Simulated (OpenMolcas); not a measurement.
# Ir⁵⁺ among point charges: CASSCF and CASPT2 levels and susceptibility

Aim: the splitting of the states of Ir⁵⁺ in the field of 6 point charges, its lowest levels with spin-orbit coupling and its magnetic susceptibility.

The numbers are computed with OpenMolcas 26.06 (state-averaged CASSCF and CASPT2, spin-orbit coupling by RASSI with atomic mean-field integrals), except any that are marked as measured or tabulated.

**1. The system**

```
Species                           : Ir⁵⁺ (iridium, Z = 77, 72 electrons)
Basis                             : ANO-RCC-VDZP [7s6p4d2f], 59 functions
Scalar Hamiltonian                : DKH2, point nucleus
Inactive shells                   : 1s 2s 2p 3s 3p 3d 4s 4p 4d 4f 5s 5p
Active space                      : 4 electrons in 5 orbitals (5d)
Some configurations of this space : 5d4
Orbitals                          : optimised for each spin and parity, averaged over all roots
```

The outer shells:

5d4
```
5d [↑ ][↑ ][↑ ][↑ ][  ]
```

The ion sits among 6 point charges of -1.7 e arranged as a trigonal prism (D3h), 1.95 Å from the ion, with a polar angle of 57.0° against the regular 49.1°.

The work runs as a chain of OpenMolcas steps in one folder; each step below is one input file. Labels, J, g values, rates, χT and fits are worked out afterwards by a script from the matrices that RASSI stores.

**2. Basis and integrals**

Input file a.inp:

```
&GATEWAY
Coord
1

Ir 0.0 0.0 0.0
Basis=ANO-RCC-VDZP
Group=NoSym
NoMove
AngMom=0.0 0.0 0.0
AMFI
XField
6 Angstrom 0
1.634592 0.000000 1.063302 -1.700000
-0.817296 1.415598 1.063302 -1.700000
-0.817296 -1.415598 1.063302 -1.700000
1.634592 0.000000 -1.063302 -1.700000
-0.817296 1.415598 -1.063302 -1.700000
-0.817296 -1.415598 -1.063302 -1.700000
&SEWARD
```

Started as:

```sh
> OMP_NUM_THREADS=1 MOLCAS_MEM=1689 MOLCAS_PROJECT=a pymolcas a.inp > a.log
```

**3. Reference wave functions, quintets, 5 roots**

Input file a.inp:

```
&RASSCF
FileOrb=start.orb
Symmetry=1
Spin=5
nActEl=4 0 0
Inactive=34
Ras2=5
CIRoot=5 5 1
SDav=5
CIMx=300
Iter=120 100
PrWF=0.3
OrbListing=Nothing
MaxOrb=0
>>> COPY $Project.JobIph JOB001
```

start.orb holds the contracted functions of the basis, ordered by shell, or the orbitals of the step before.

**4. Reference wave functions, triplets, 45 roots**

Input file a.inp:

```
&RASSCF
FileOrb=start.orb
Symmetry=1
Spin=3
nActEl=4 0 0
Inactive=34
Ras2=5
CIRoot=45 45 1
SDav=45
CIMx=300
Iter=120 100
PrWF=0.3
OrbListing=Nothing
MaxOrb=0
>>> COPY $Project.JobIph JOB002
```

**5. Reference wave functions, singlets, 50 roots**

Input file a.inp:

```
&RASSCF
FileOrb=start.orb
Symmetry=1
Spin=1
nActEl=4 0 0
Inactive=34
Ras2=5
CIRoot=50 50 1
SDav=50
CIMx=300
Iter=120 100
PrWF=0.3
OrbListing=Nothing
MaxOrb=0
>>> COPY $Project.JobIph JOB003
```

**6. RASSI: spin-orbit coupling between the states**

Input file a.inp:

```
&RASSI
NrOfJobIphs=3 5 45 50
1 2 3 4 5
1 2 3 4 5 6 7 8 9 10 11 12 13 14 15 16 17 18 19 20 21 22 23 24 25 26 27
28 29 30 31 32 33 34 35 36 37 38 39 40 41 42 43 44 45
1 2 3 4 5 6 7 8 9 10 11 12 13 14 15 16 17 18 19 20 21 22 23 24 25 26 27
28 29 30 31 32 33 34 35 36 37 38 39 40 41 42 43 44 45 46 47 48 49 50
IphNames
JOB001
JOB002
JOB003
EJob
SpinOrbit
DIPRint=1.0
SOCoupling=1000.0
Subsets=2
Property=9
'ANGMOM' 1 'ANGMOM' 2 'ANGMOM' 3 'MLTPL  1' 1 'MLTPL  1' 2 'MLTPL  1' 3
'AMFI' 1 'AMFI' 2 'AMFI' 3
SOProperty=3
'ANGMOM' 1 'ANGMOM' 2 'ANGMOM' 3
```

**7. CASPT2: IPEA 0.25, imaginary shift 0.1 (closed shells correlated: 4f 5s 5p)**

Input file a.inp:

```
>>> COPY JOB001 $Project.JobIph
&CASPT2
Multistate=5 1 2 3 4 5
NoMult
Frozen=23
IPEA=0.25
Imaginary=0.1
MaxIter=60
WThr=0.0 0.3 0.05
PrWF=0.5
NoMix
>>> COPY JOB002 $Project.JobIph
&CASPT2
Multistate=45 1 2 3 4 5 6 7 8 9 10 11 12 13 14 15 16 17 18 19 20 21 22
23 24 25 26 27 28 29 30 31 32 33 34 35 36 37 38 39 40 41 42 43 44 45
NoMult
Frozen=23
IPEA=0.25
Imaginary=0.1
MaxIter=60
WThr=0.0 0.3 0.05
PrWF=0.5
NoMix
>>> COPY JOB003 $Project.JobIph
&CASPT2
Multistate=50 1 2 3 4 5 6 7 8 9 10 11 12 13 14 15 16 17 18 19 20 21 22
23 24 25 26 27 28 29 30 31 32 33 34 35 36 37 38 39 40 41 42 43 44 45 46
47 48 49 50
NoMult
Frozen=23
IPEA=0.25
Imaginary=0.1
MaxIter=60
WThr=0.0 0.3 0.05
PrWF=0.5
NoMix
```

(Steps that only read results are left out.)

Q: Predict the outcome of this session. Wanted: spin-free ground state; first state of the same spin within the active space; lowest level; next level.

As calculated:

```
                                            quantity                                                                           value
                                              method  SS-CASPT2, IPEA 0.25, imaginary shift 0.1 (closed shells correlated: 4f 5s 5p)
                              spin-free ground state                                                  5E, 2-fold in its orbital part
first state of the same spin within the active space                                                                  5E at 382 cm⁻¹
                                        lowest level                                                                       1-fold A1
                                          next level                                                                     5356.4 cm⁻¹
                                         χT at 300 K                                                                  0.04 cm³ K/mol
                           effective moment at 300 K                                                                         0.58 μB
```

Cost by method:

```
                                                 method  time of its own steps  time with the reference
                                              A. CASSCF                   29 s                     29 s
B. SS-CASPT2, IPEA 0.25, imaginary shift 0.1, +4f 5s 5p                   19 s                     47 s
```

Times are of one thread on a shared host.

The spin-free ground state (5E) comes to 100 % from free-ion D terms and keeps the highest spin of the shell. χT at 300 K is 0.04, against 3.01 cm³ K/mol for the spin alone, so spin-orbit coupling lowers it. An active space of the d shell alone favours high spin; real ions in strong fields can be low spin. CASPT2 does not keep the components of a term degenerate, and the means are used. The field of point charges can differ much from that of real complexes. With metal d orbitals alone active, the gaps between spin states are rough; where two lie within a few thousand cm-1, their order is open. Point charges carry no covalency, so the field is a model and not that of real ligands.
